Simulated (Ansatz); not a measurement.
**C₃H₁₀Si₂: how energies converge with the basis set**

How large a basis does C₃H₁₀Si₂ need? Two functionals are run in growing sets.

Program: Ansatz 0.2.0, Gaussian basis. Level of theory: one geometry, several basis sets. These are calculated values, not measurements.

Plan: PBE0-D4/def2-SVP; ωB97M-V/def2-SVP; PBE0-D4/def2-QZVPP; ωB97M-V/def2-QZVPP; the functionals' def2-TZVPP values are taken from earlier runs.

## 1. The relaxed structure

An earlier PBE0-D4 in a triple-zeta def2 set relaxation fixed the geometry.

SMILES `C[Si]1([SiH3])CC1`, 15 atoms, charge 0, spin multiplicity 1.

Atoms are counted from 1 here; the program's logs count them from 0.

Bond lengths: C1–Si2 1.869 Å, C1–H6 1.092 Å, C1–H7 1.092 Å, C1–H8 1.092 Å, Si2–Si3 2.319 Å, Si2–C4 1.857 Å, Si2–C5 1.857 Å, Si3–H9 1.489 Å, Si3–H10 1.489 Å, Si3–H11 1.488 Å, C4–C5 1.538 Å, C4–H12 1.085 Å, C4–H13 1.086 Å, C5–H14 1.085 Å, C5–H15 1.086 Å. Angles: Si2–C1–H6 111.2°, Si2–C1–H7 109.7°, Si2–C1–H8 111.2°, H6–C1–H7 108.2°, H6–C1–H8 108.2°, H7–C1–H8 108.3°, C1–Si2–Si3 118.9°, C1–Si2–C4 118.4°, C1–Si2–C5 118.4°, Si3–Si2–C4 116.7°, Si3–Si2–C5 116.7°, C4–Si2–C5 48.9°, Si2–Si3–H9 111.8°, Si2–Si3–H10 111.9°, Si2–Si3–H11 108.2°, H9–Si3–H10 107.7°, H9–Si3–H11 108.6°, H10–Si3–H11 108.6° and more.

## 2. PBE0-D4 in def2-SVP

in.yaml

```yaml
crystal:
  periodic: [false, false, false]
  atoms:
    - {symbol: C, position_ang: [-2.024099, 0.028917, 0.328195]}
    - {symbol: Si, position_ang: [-0.177231, -0.022928, 0.046293]}
    - {symbol: Si, position_ang: [1.061828, -1.713915, 1.037202]}
    - {symbol: C, position_ang: [0.710891, 1.573037, -0.290770]}
    - {symbol: C, position_ang: [0.496153, 0.689458, -1.531272]}
    - {symbol: H, position_ang: [-2.258923, 0.131451, 1.389944]}
    - {symbol: H, position_ang: [-2.452867, 0.883033, -0.201050]}
    - {symbol: H, position_ang: [-2.505964, -0.879179, -0.040756]}
    - {symbol: H, position_ang: [0.956285, -1.680900, 2.522368]}
    - {symbol: H, position_ang: [0.622764, -3.062314, 0.582230]}
    - {symbol: H, position_ang: [2.489118, -1.526854, 0.658699]}
    - {symbol: H, position_ang: [1.736385, 1.703718, 0.038470]}
    - {symbol: H, position_ang: [0.142804, 2.498043, -0.257063]}
    - {symbol: H, position_ang: [1.386648, 0.264343, -1.982236]}
    - {symbol: H, position_ang: [-0.205793, 1.063391, -2.270854]}
basis:
  gaussian: {orbitals: def2-SVP}
hamiltonian: {xc: pbe0, dispersion: d4}
output: {orbitals: {seedname: orbitals}}
```

On the command line:

```
$ ansatz run in.yaml --threads 4 --pin off --events-out ev --progress --plain --max-ram 10444MiB
```

After this run come: ωB97M-V in def2-SVP; PBE0-D4 in def2-QZVPP; ωB97M-V in def2-QZVPP.

Q: Predict the results of all the runs planned. Wanted: PBE0-D4: double and triple zeta above quadruple; ωB97M-V: double and triple zeta above quadruple.

As calculated:

| quantity | value |
| --- | --- |
| PBE0-D4: double and triple zeta above quadruple | 9.83, 0.72 eV |
| ωB97M-V: double and triple zeta above quadruple | 10.06, 0.68 eV |

What this shows: PBE0-D4 gains 9.11 eV from double to triple zeta, then 0.72 eV more. These are total energies; as a rule much of such shifts cancels in differences, which this series doesn't test. The LUMO of ωB97M-V is positive and keeps falling with the basis (2.25 to 1.47 eV): an unbound level that the basis holds in place.
